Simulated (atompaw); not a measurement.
**In: generating and testing a PAW (atompaw) potential**

Aim: build the potential from the settings below, then test how well it stands in for the atom: scattering, ghost states and the plane-wave cutoff that it needs.

Program: atompaw 4.2.0.5. Reference atom: PBE, scalar-relativistic, spherical and spin-unpolarised. All values are calculated.

## (1) The atom and the settings

Typed settings, in words:

```json
{
 "element": "indium (In, Z = 49)",
 "type": "PAW",
 "frozen core": "[Kr]",
 "valence charge": "13",
 "reference configuration": "4d10 5s2 5p1",
 "partial waves": "5s (bound): rc 2.40 bohr; 5s channel at 2.6 Ry: rc 2.40 bohr; 5p (bound): rc 2.40 bohr; 5p channel at 2.05 Ry: rc 2.40 bohr; 4d (bound): rc 1.25 bohr; 4d channel at -0.6 Ry: rc 1.25 bohr",
 "local potential": "bessel scheme, radius 2.15 bohr",
 "core correction": "smooth core density matched at 1.20 bohr",
 "augmentation charge": "sinc compensation charge, radius 1.75 bohr; PAW radius 2.40 bohr; waves and projectors: custom rrkj vanderbiltortho"
}
```

The nodes and maxima of the atom's own shells, from an earlier all-electron run, set the scale for the radii.

All-electron outer shells of the reference configuration (PBE, scalar-relativistic, ld1.x):

| shell | level (eV) | outermost node (bohr) | outermost maximum (bohr) |
| --- | --- | --- | --- |
| 4s | -119.66 | 0.41 | 0.77 |
| 4p | -78.13 | 0.42 | 0.82 |
| 4d | -18.62 | 0.40 | 0.94 |
| 5s | -8.21 | 1.02 | 2.16 |
| 5p | -2.52 | 1.14 | 2.85 |

## (2) Generation

The input, In.input:

```
In 49
GGA-PBE scalarrelativistic loggrid 1500 logderivrange -3 5 201
5 5 4 0 0 0
5 1 1
0 0 0
c
c
c
c
v
c
c
c
v
c
v
2
2.40 1.75 2.15 1.20
y
2.6
n
y
2.05
n
y
-0.6
n
custom rrkj vanderbiltortho sinc
bessel
2.40
2.40
2.40
2.40
1.25
1.25
PWSCFOUT
UPFDX 0.0125d0 UPFXMIN -7.d0 UPFZMESH 49.d0
END
```

The run is started by

```console
$ atompaw < In.input > In.log
```

**Question.** What will these runs give? Wanted: cutoffs for 10 and 1 mRy, occupied levels; bound ghosts; largest phase difference near zero energy, channels read; lowest eigenvalue of the overlap; share of valence orbitals outside the PAW sphere; UPF file.

The runs gave:

| quantity | value |
| --- | --- |
| cutoffs for 10 and 1 mRy, occupied levels | 90 Ry and 160 Ry |
| bound ghosts | none found |
| largest phase difference near zero energy, channels read | 0.001 rad |
| lowest eigenvalue of the overlap (Bessel basis) | 0.567 (p) |
| share of valence orbitals outside the PAW sphere | 5s 52 %, 5p 80 %, 4d 3 % |
| UPF file | written |

In words: By its cutoff, 90 Ry for the looser tolerance, it is hard. The slowest occupied level is 4d: taken alone it needs 90 Ry to come within 1 mRy, against 6 Ry or less for 5s. The Bessel-basis test finds no level below the valence levels. Near zero energy the phases of the channels with partial waves agree within 0.001 rad. These are tests on the free atom; a crystal test is still owed.
